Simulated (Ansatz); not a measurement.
# TiAl: the cost of one run

Method: DFT LDA, scalar-relativistic, plane waves, PAW, in Ansatz 0.2.0.

8 further runs of the same task are left out: 8 set aside as unsound or not needed.

**1. Starting point**

The structure is cubic, space group Pm-3m (No. 221). Conventional cell: a = 3.124 Å, b = 3.124 Å, c = 3.124 Å, α = 90.00°, β = 90.00°, γ = 90.00°. Ti (site symmetry m-3m) is surrounded by 8 Al at 2.71 Å. Al (site symmetry m-3m) has 8 Ti at 2.71 Å as nearest neighbours.

Coordinates:

```xyz
2
Lattice="3.1241 0.0000 0.0000 0.0000 3.1241 0.0000 0.0000 0.0000 3.1241" Properties=species:S:1:pos:R:3 pbc="T T T"
Ti    0.0000    0.0000    0.0000
Al    1.5620    1.5620    1.5620
```

It goes back to an entry of the Materials Project, which need not be the stable form.

This cell was relaxed beforehand with the same method: volume 15.25 Å³/atom, gap on the mesh none (metal).

**2. The scan**

The energy is mapped over two homogeneous strains (x along [1 0 0], y along [0 1 0], z along [0 0 1] of the conventional cell).

- normal strain along x: 9 values from −11.00 to 11.00 %
- normal strain along y: 9 values from −11.00 to 11.00 %

Nothing else is relaxed (symmetry fixes all fractional coordinates). Energies count from the relaxed crystal. Points are written as (first, second).

**3. Grid point (−11.00 %, −11.00 %)**

Contents of input.yaml:

```yaml
crystal:
  lattice:
    - [2.7804367431, 0.0, 0.0]
    - [0.0, 2.7804367431, 0.0]
    - [0.0, 0.0, 3.1240862282]
  atoms:
    - { symbol: Ti, position: [0.0, 0.0, 0.0] }
    - { symbol: Al, position: [0.5, 0.5, 0.5] }
basis:
  ecutwfc: 520.0
kpoints:
  mp_grid: { grid: [14, 14, 14] }
hamiltonian:
  xc: lda
  pseudopotentials: { kind: paw, azcp: { folder: soft_1 } }
scf:
  occupations: { method: gaussian, width: 0.15 }
output:
  forces: true
  stress: true
  eigenvalues: true
```

Launch:

```console
$ ansatz run input.yaml --threads 1 --pin off --max-ram 2048MiB --backend cpu --events-out ev --progress --plain --runs-dir out
```

What time and memory should one allow on 1 thread of AMD EPYC 9R45 (Zen 5), shared host?

About 1.8 s, with a peak of 0.41 GiB.
